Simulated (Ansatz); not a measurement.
Predict the output of the script below (Ansatz 0.2.0, Python API).

Script `albh6osi_bde.py`:
```python
'''X-H bond energies and deprotonation of AlBH6OSi without relaxation.'''

import ansatz as az

BASIS = '6-31G*'
FUNCTIONAL = 'b3lyp'


def total_energy(molecule, charge=0, unpaired=0):
    calc = (
        molecule.calculation()
        .basis(gaussian=BASIS)
        .functional(FUNCTIONAL)
        .accuracy('medium')
    )
    if charge:
        calc = calc.charge(charge)
    if unpaired:
        calc = calc.spin('collinear', total=unpaired)
    return calc.run(threads=1).report['free_energy_ev']

def without(molecule, index):
    rest = az.Crystal.molecule()
    for i, site in enumerate(molecule.cartesian_sites):
        if i != index:
            rest = rest.atom(site.symbol, site.position_ang)
    return rest


def main() -> None:
    geometry_ang = [
        ('B', (-1.293, 1.5377, -0.8221)),
        ('Al', (-0.137, 0.9042, 0.696)),
        ('Si', (0.6828, -1.2923, 0.6144)),
        ('O', (1.7293, -1.4911, -0.7963)),
        ('H', (-1.6027, 0.8587, -1.7526)),
        ('H', (-1.7665, 2.7001, -0.8109)),
        ('H', (0.2623, 1.8744, 1.9183)),
        ('H', (-0.3643, -2.2317, 0.6159)),
        ('H', (1.5604, -1.513, 1.8533)),
        ('H', (1.0117, -1.3982, -1.513)),
    ]
    molecule = az.Crystal.molecule()
    for symbol, xyz in geometry_ang:
        molecule = molecule.atom(symbol, xyz)

    whole = total_energy(molecule, 0)
    hydrogen = total_energy(az.Crystal.molecule().atom('H', (0, 0, 0)), 0, 1)
    print(f'E(molecule) = {whole:.5f} eV, E(H) = {hydrogen:.5f} eV')
    for index in [5, 6, 8]:
        radical = total_energy(without(molecule, index), 0, 1)
        print(f'H{index}: homolysis {23.060548 * (radical + hydrogen - whole):.1f} kcal/mol')
        anion = total_energy(without(molecule, index), -1)
        print(f'H{index}: loss of a proton {23.060548 * (anion - whole):.1f} kcal/mol')


if __name__ == '__main__':
    main()
```

Running `python albh6osi_bde.py` prints:
```text
E(molecule) = -17294.18866 eV, E(H) = -13.61312 eV
H5: homolysis 101.4 kcal/mol
H5: loss of a proton 391.4 kcal/mol
H6: homolysis 82.9 kcal/mol
H6: loss of a proton 374.4 kcal/mol
H8: homolysis 89.6 kcal/mol
H8: loss of a proton 374.9 kcal/mol
```

What to keep in mind:
- The settings weren't tested for convergence.
- The geometry is a force-field or estimated start, not a minimum of this method, and the basis set is short of its limit. All parts are taken at fixed geometry, without zero-point energy.
- b3lyp holds the VWN-RPA fit, as in Gaussian; the form of ORCA and Turbomole is b3lyp5.
- Anions want diffuse functions, which this basis lacks.
- Timing: 56 s on 1 thread of Arm Neoverse V1, with other jobs on the host, peak memory 0.26 GiB.

(Lines on the test bed's own set-up are left out of the output.)
